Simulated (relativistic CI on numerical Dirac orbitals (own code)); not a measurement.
# Ions with 52 electrons, Dy¹⁴⁺ to Lu¹⁹⁺: levels along an isoelectronic sequence

Aim: follow the lowest levels of 52-electron ions as the nuclear charge grows, with one list of configurations.

Method: Dirac-Coulomb-Breit CI, KLI orbitals optimised for each configuration, model QED (radiative potential, 1s self-energy scaled to tabulated hydrogen-like ionisation energies). Code: relativistic CI on numerical Dirac orbitals (own code) version 2.

### 1 What is computed

| Item | Value |
| --- | --- |
| electrons | 52 |
| ions | Dy¹⁴⁺, Ho¹⁵⁺, Er¹⁶⁺, Tm¹⁷⁺, Yb¹⁸⁺, Lu¹⁹⁺ |
| configurations | [Kr] 4d10 4f4 5s2; [Kr] 4d10 4f6; [Kr] 4d10 5s2 5p4; [Kr] 4d10 4f 5s2 5p3; [Kr] 4d10 4f5 5s |

### 2 Dy¹⁴⁺ (Z = 66)

The run's settings:

```ini
atom Dy  Z=66  charge=14  electrons=52
nucleus A=164  rms_radius_fm=5.2218
hamiltonian dirac-coulomb  breit=on  qed=on  c_scale=1
orbitals kli  potential=per-configuration
slater_scale 1
correlation none
mixing on
configurations
  [Kr] 4d10 4f4 5s2
  [Kr] 4d10 4f6
  [Kr] 4d10 5s2 5p4
  [Kr] 4d10 4f 5s2 5p3
  [Kr] 4d10 4f5 5s
end
```

### 3 Ho¹⁵⁺ (Z = 67)

Settings: those of step 2 with these lines changed.

```diff
@@ -1,3 +1,3 @@
-atom Dy  Z=66  charge=14  electrons=52
-nucleus A=164  rms_radius_fm=5.2218
+atom Ho  Z=67  charge=15  electrons=52
+nucleus A=165  rms_radius_fm=5.2022
 hamiltonian dirac-coulomb  breit=on  qed=on  c_scale=1
```

### 4 Er¹⁶⁺ (Z = 68)

Settings: those of step 3 with these lines changed.

```diff
@@ -1,3 +1,3 @@
-atom Ho  Z=67  charge=15  electrons=52
-nucleus A=165  rms_radius_fm=5.2022
+atom Er  Z=68  charge=16  electrons=52
+nucleus A=166  rms_radius_fm=5.2516
 hamiltonian dirac-coulomb  breit=on  qed=on  c_scale=1
```

### 5 Tm¹⁷⁺ (Z = 69)

Settings: those of step 4 with these lines changed.

```diff
@@ -1,3 +1,3 @@
-atom Er  Z=68  charge=16  electrons=52
-nucleus A=166  rms_radius_fm=5.2516
+atom Tm  Z=69  charge=17  electrons=52
+nucleus A=169  rms_radius_fm=5.2256
 hamiltonian dirac-coulomb  breit=on  qed=on  c_scale=1
```

### 6 Yb¹⁸⁺ (Z = 70)

Settings: those of step 5 with these lines changed.

```diff
@@ -1,3 +1,3 @@
-atom Tm  Z=69  charge=17  electrons=52
-nucleus A=169  rms_radius_fm=5.2256
+atom Yb  Z=70  charge=18  electrons=52
+nucleus A=174  rms_radius_fm=5.3108
 hamiltonian dirac-coulomb  breit=on  qed=on  c_scale=1
```

### 7 Lu¹⁹⁺ (Z = 71)

Settings: those of step 6 with these lines changed.

```diff
@@ -1,3 +1,3 @@
-atom Yb  Z=70  charge=18  electrons=52
-nucleus A=174  rms_radius_fm=5.3108
+atom Lu  Z=71  charge=19  electrons=52
+nucleus A=175  rms_radius_fm=5.3700
 hamiltonian dirac-coulomb  breit=on  qed=on  c_scale=1
```

(Steps that only read results are left out.)

**Question.** What will these runs give? Wanted: lowest level, first ion; lowest level, last ion; changes of the lowest level; mean jj purity of the low levels.

The runs gave:

| quantity | value |
| --- | --- |
| lowest level, first ion | 4f5 5s 7H°2 |
| lowest level, last ion | 4f6 7F0 |
| changes of the lowest level | at Ho¹⁵⁺ |
| mean jj purity of the low levels | 44 to 46 % |

What this shows: The lowest level changes from 4f5 5s 7H°2 to 4f6 7F0 at Ho¹⁵⁺. Only the listed configurations are in the model, so lower levels can be missing.
